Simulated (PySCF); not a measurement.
# C2H10N2SSi3: the cost of one run

Computed with PySCF 2.14.0 and routines of our own; the level stands in each step. Atoms count from 0.

### Step 1. The starting structure

18 atoms, charge 0, multiplicity 1; geometry from: GFN2-xTB.

### Step 2. Magnetic properties: GIAO PBE/pcSseg-1

The job: settings as JSON, then the geometry in Å.

```
{"job": {"kind": "mag", "xc": "PBE", "basis": "pcSseg-1", "isotopologues": 2}, "charge": 0, "multiplicity": 1}
C     -2.855652    -0.957686     0.668306
N     -1.686154    -1.187053    -0.142764
Si    -0.144284    -0.520211     0.172717
Si    -0.297761     1.781092    -0.079375
C      1.175512     2.560181     0.767432
N      2.091980     3.007935     1.291031
S      1.037857    -1.468047    -1.374672
Si     2.989880    -0.678990    -1.025560
H     -2.770469     0.015670     1.147239
H     -3.753318    -0.964296     0.047195
H     -2.971151    -1.713017     1.452007
H     -1.733813    -2.055368    -0.655280
H      0.479726    -0.936886     1.443739
H     -0.226801     2.327686    -1.439902
H     -1.440985     2.393938     0.611224
H      3.424652    -1.106483     0.297419
H      2.895823     0.774091    -1.097552
H      3.776199    -1.266238    -2.094860
```

Method: GIAO PBE/pcSseg-1 magnetisability, rotational g tensor and spin-rotation constants, non-relativistic, gas phase.

On the command line:

```
$ OMP_NUM_THREADS=1 python excited_run.py task.json out
```

One launch serves the whole session: the jobs run in the order shown.

Q: Estimate the wall time and peak memory of this job on 1 thread of Arm Neoverse V2, shared host.

About 64 s, with a peak of 0.77 GiB.
